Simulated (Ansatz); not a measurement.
# Li7NbO6: properties at the relaxed cell

An exercise on one series of results from a longer session: the logs are not shown, and one member is left open.

Program: Ansatz 0.2.0. Level of theory: DFT PBEsol, scalar-relativistic, plane waves, PAW. These are calculated values, not measurements.

## The starting structure

Symmetry: R3, No. 146, trigonal system. The conventional cell has a = 5.521 Å, b = 5.521 Å, c = 14.536 Å, α = 90.00°, β = 90.00°, γ = 120.00°. Around Li (site symmetry 1) lie 4 O at 1.86 to 2.00 Å. Li (site symmetry 1) is surrounded by 4 O at 1.94 to 1.99 Å. Li (site symmetry 3) is surrounded by 6 O at 2.07 to 2.37 Å. Around Nb (site symmetry 3) lie 6 O at 1.98 to 2.03 Å. Around O (site symmetry 1) lie 5 Li at 1.94 to 2.07 Å and 1 Nb at 2.03 Å. Around O (site symmetry 1) lie 5 Li at 1.86 to 2.37 Å and 1 Nb at 1.98 Å.

Structure file:

```
CELL_PARAMETERS angstrom
2.76054 1.59380 4.84522
-2.76054 1.59380 4.84522
0.00000 -3.18759 4.84522
ATOMIC_POSITIONS crystal
Li 0.49621 0.72574 0.12158
Li 0.23262 0.93115 0.49015
Li 0.93115 0.49015 0.23262
Li 0.65319 0.65319 0.65319
Li 0.12158 0.49621 0.72574
Li 0.72574 0.12158 0.49621
Li 0.49015 0.23262 0.93115
Nb 0.00079 0.00079 0.00079
O 0.64038 0.88349 0.23188
O 0.07096 0.79665 0.37613
O 0.79665 0.37613 0.07096
O 0.23188 0.64038 0.88349
O 0.88349 0.23188 0.64038
O 0.37613 0.07096 0.79665
```

It goes back to an entry of the Materials Project, which need not be the stable form.

It is the result of an earlier relaxation at this level (volume 9.14 Å³/atom; gap on the mesh: 3.82 eV).

The first run:

Input file input.yaml:

```yaml
crystal:
  lattice:
    - [2.7326519389, 1.5776973325, 4.7962716578]
    - [-2.7326519389, 1.5776973325, 4.7962716578]
    - [0.0, -3.155394665, 4.7962716578]
  atoms:
    - { symbol: Li, position: [0.4962118484, 0.7257370654, 0.1215813952] }
    - { symbol: Li, position: [0.2326204804, 0.9311499543, 0.4901539834] }
    - { symbol: Li, position: [0.9311499543, 0.4901539834, 0.2326204804] }
    - { symbol: Li, position: [0.6531878268, 0.6531878268, 0.6531878268] }
    - { symbol: Li, position: [0.1215813952, 0.4962118484, 0.7257370654] }
    - { symbol: Li, position: [0.7257370654, 0.1215813952, 0.4962118484] }
    - { symbol: Li, position: [0.4901539834, 0.2326204804, 0.9311499543] }
    - { symbol: Nb, position: [0.0007873428, 0.0007873428, 0.0007873428] }
    - { symbol: O, position: [0.640383497, 0.8834855322, 0.2318795319] }
    - { symbol: O, position: [0.0709599396, 0.7966508558, 0.3761287468] }
    - { symbol: O, position: [0.7966508558, 0.3761287468, 0.0709599396] }
    - { symbol: O, position: [0.2318795319, 0.640383497, 0.8834855322] }
    - { symbol: O, position: [0.8834855322, 0.2318795319, 0.640383497] }
    - { symbol: O, position: [0.3761287468, 0.0709599396, 0.7966508558] }
basis:
  ecutwfc: 420
kpoints:
  mp_grid: { grid: [6, 6, 6] }
hamiltonian:
  xc: pbesol
scf:
  occupations: { method: gaussian, width: 0.02 }
output:
  forces: true
  stress: true
  eigenvalues: true
relax:
  adjacent_minimum: "off"
  f_tol: 0.01
  max_steps: 30
  cell: { stress_tol: 0.1, fix: [volume] }
```

Started as:

```bash
$ ansatz run input.yaml --threads 4 --pin off --max-ram 10240MiB --backend cpu --events-out ev --progress --plain --runs-dir out
```

Among the steps run: Volume × 0.97; The cell scaled to 1.03 of its volume; Point at V/V0 = 0.94; Point at V/V0 = 1.06; Point at V/V0 = 0.91; Volume × 1.10; Point at V/V0 = 0.88.

One table of the session follows, with a row left open; its other results are not shown here.

It belongs to the step «Fit of the equation of state». 

```
volume (Å³/atom)  energy above the lowest point (meV/atom)  pressure (GPa)  gap on the mesh (eV)
           8.040                                      50.2           16.42                  3.97
           8.314                                      26.6           11.28                  3.93
           8.588                                      11.1            6.90                  3.89
           8.862                                         ?               ?                     ?
           9.136                                       0.0           -0.01                  3.82
           9.410                                       2.4           -2.71                  3.78
           9.684                                       9.0           -4.98                  3.75
          10.050                                      23.3           -7.42                  3.72
```

**Question.** Estimate the row for volume (Å³/atom) = 8.862.

Worked estimate for «energy above the lowest point (meV/atom)». A straight line through the neighbours (8.588, 11.1) and (9.136, 0.0) gives 11.1 + (0.0 − 11.1) × (8.862 − 8.588) / (9.136 − 8.588) = 5.5; a parabola fitted to 4 rows on both sides gives 2.6.

**Answer.** energy above the lowest point (meV/atom): 2.6; pressure (GPa): 3.16; gap on the mesh (eV): 3.85. In «energy above the lowest point (meV/atom)» the line misses by +2.9 and the parabola by 0.0.
